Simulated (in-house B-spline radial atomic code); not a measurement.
# Os⁸⁺: excited configurations in jj coupling

Wanted: excitation energies of Os⁸⁺ as differences of total energies (ΔSCF).

Method: Dirac-Hartree-Fock, average of configuration, Fermi nucleus, basis-set limit. Code: in-house B-spline radial atomic code version 1.

## Step 1: What is computed

| Quantity | Value |
| --- | --- |
| element | osmium (Z = 76) |
| charge | +8 |
| electrons | 68 |
| configuration | 1s2 2s2 2p6 3s2 3p6 3d10 4s2 4p6 4d10 4f14 5s2 5p6 |
| Hamiltonian | Dirac-Coulomb |
| nucleus | Fermi, rms radius 5.413 fm |

The run's settings:

```ini
Z = 76
electrons = 68.0
configuration = 1s2 2s2 2p6 3s2 3p6 3d10 4s2 4p6 4d10 4f14 5s2 5p6
hamiltonian = dirac
method = hf
spin_polarised = False
nucleus = fermi
rms_radius = 5.4126
mass_number = 192
atomic_mass = 191.961478765
speed_of_light = 137.035999084
```

From the earlier run of the reference: total energy -17256.482985 hartree. Levels, eight at most:

```csv
orbital,occupation,energy (eV),<r> (bohr)
4p3/2,4,-618.29,0.4680
4d3/2,4,-437.04,0.4822
4d5/2,6,-421.87,0.4932
5s1/2,2,-221.50,0.9867
4f5/2,6,-190.93,0.5391
4f7/2,8,-187.94,0.5463
5p1/2,2,-182.06,1.053
5p3/2,4,-167.60,1.125
```

## Step 2: Run with 1s2 2s2 2p6 3s2 3p6 3d10 4s2 4p6 4d-4 4d+5 4f14 5s2 5p6 6f-1

In configurations, a minus sign after the shell means j = l − 1/2 and a plus sign j = l + 1/2; the count of electrons follows.

The run's settings:

```ini
Z = 76
electrons = 68.0
configuration = 1s2 2s2 2p6 3s2 3p6 3d10 4s2 4p6 4d-4 4d+5 4f14 5s2 5p6 6f-1
hamiltonian = dirac
method = hf
spin_polarised = False
nucleus = fermi
rms_radius = 5.4126
mass_number = 192
atomic_mass = 191.961478765
speed_of_light = 137.035999084
```

## Step 3: Configuration 1s2 2s2 2p6 3s2 3p6 3d10 4s2 4p6 4d10 4f14 5s2 5p-1 5p+4 7p-1

Changes to the settings of step 2:

```diff
@@ -2,3 +2,3 @@
 electrons = 68.0
-configuration = 1s2 2s2 2p6 3s2 3p6 3d10 4s2 4p6 4d-4 4d+5 4f14 5s2 5p6 6f-1
+configuration = 1s2 2s2 2p6 3s2 3p6 3d10 4s2 4p6 4d10 4f14 5s2 5p-1 5p+4 7p-1
 hamiltonian = dirac
```

## Step 4: 1s2 2s2 2p6 3s2 3p6 3d10 4s2 4p6 4d10 4f-5 4f+8 5s2 5p6 9g+1

Changes to the settings of step 3:

```diff
@@ -2,3 +2,3 @@
 electrons = 68.0
-configuration = 1s2 2s2 2p6 3s2 3p6 3d10 4s2 4p6 4d10 4f14 5s2 5p-1 5p+4 7p-1
+configuration = 1s2 2s2 2p6 3s2 3p6 3d10 4s2 4p6 4d10 4f-5 4f+8 5s2 5p6 9g+1
 hamiltonian = dirac
```

## Step 5: Configuration 1s2 2s2 2p6 3s2 3p6 3d10 4s2 4p6 4d10 4f14 5s2 5p-2 5p+3 8d+1

Changes to the settings of step 4:

```diff
@@ -2,3 +2,3 @@
 electrons = 68.0
-configuration = 1s2 2s2 2p6 3s2 3p6 3d10 4s2 4p6 4d10 4f-5 4f+8 5s2 5p6 9g+1
+configuration = 1s2 2s2 2p6 3s2 3p6 3d10 4s2 4p6 4d10 4f14 5s2 5p-2 5p+3 8d+1
 hamiltonian = dirac
```

## Step 6: 1s2 2s2 2p6 3s2 3p6 3d10 4s2 4p6 4d-4 4d+5 4f14 5s2 5p6 7f-1

Changes to the settings of step 5:

```diff
@@ -2,3 +2,3 @@
 electrons = 68.0
-configuration = 1s2 2s2 2p6 3s2 3p6 3d10 4s2 4p6 4d10 4f14 5s2 5p-2 5p+3 8d+1
+configuration = 1s2 2s2 2p6 3s2 3p6 3d10 4s2 4p6 4d-4 4d+5 4f14 5s2 5p6 7f-1
 hamiltonian = dirac
```

**Question.** How far above the reference does each configuration lie (order and size, in eV)?

The runs gave:

| net move | configuration | energy above the reference (eV) | with Breit, QED, recoil (eV) | largest <r> (bohr) |
| --- | --- | --- | --- | --- |
| 5p1/2 → 7p1/2 | 1s2 2s2 2p6 3s2 3p6 3d10 4s2 4p6 4d10 4f14 5s2 5p-1 5p+4 7p-1 | 130.34 | 130.09 | 3.56 |
| 5p3/2 → 8d5/2 | 1s2 2s2 2p6 3s2 3p6 3d10 4s2 4p6 4d10 4f14 5s2 5p-2 5p+3 8d+1 | 138.69 | 138.55 | 6.23 |
| 4f5/2 → 9g9/2 | 1s2 2s2 2p6 3s2 3p6 3d10 4s2 4p6 4d10 4f-5 4f+8 5s2 5p6 9g+1 | 170.63 | 170.78 | 12.1 |
| 4d5/2 → 6f5/2 | 1s2 2s2 2p6 3s2 3p6 3d10 4s2 4p6 4d-4 4d+5 4f14 5s2 5p6 6f-1 | 370.52 | 370.33 | 3.50 |
| 4d5/2 → 7f5/2 | 1s2 2s2 2p6 3s2 3p6 3d10 4s2 4p6 4d-4 4d+5 4f14 5s2 5p6 7f-1 | 384.13 | 383.95 | 5.35 |

What this shows: The energies run from 130.34 eV (5p1/2 → 7p1/2) to 384.13 eV (4d5/2 → 7f5/2). 2 of them lie more than 2 % above the ionisation threshold that Koopmans' theorem gives (167.60 eV), where such states can decay by emitting an electron. Two partly filled shells share a symmetry and can mix in the average, which may lower the energy, for: 5p1/2 → 7p1/2. These are averages over configurations, without correlation, not spectroscopic levels.
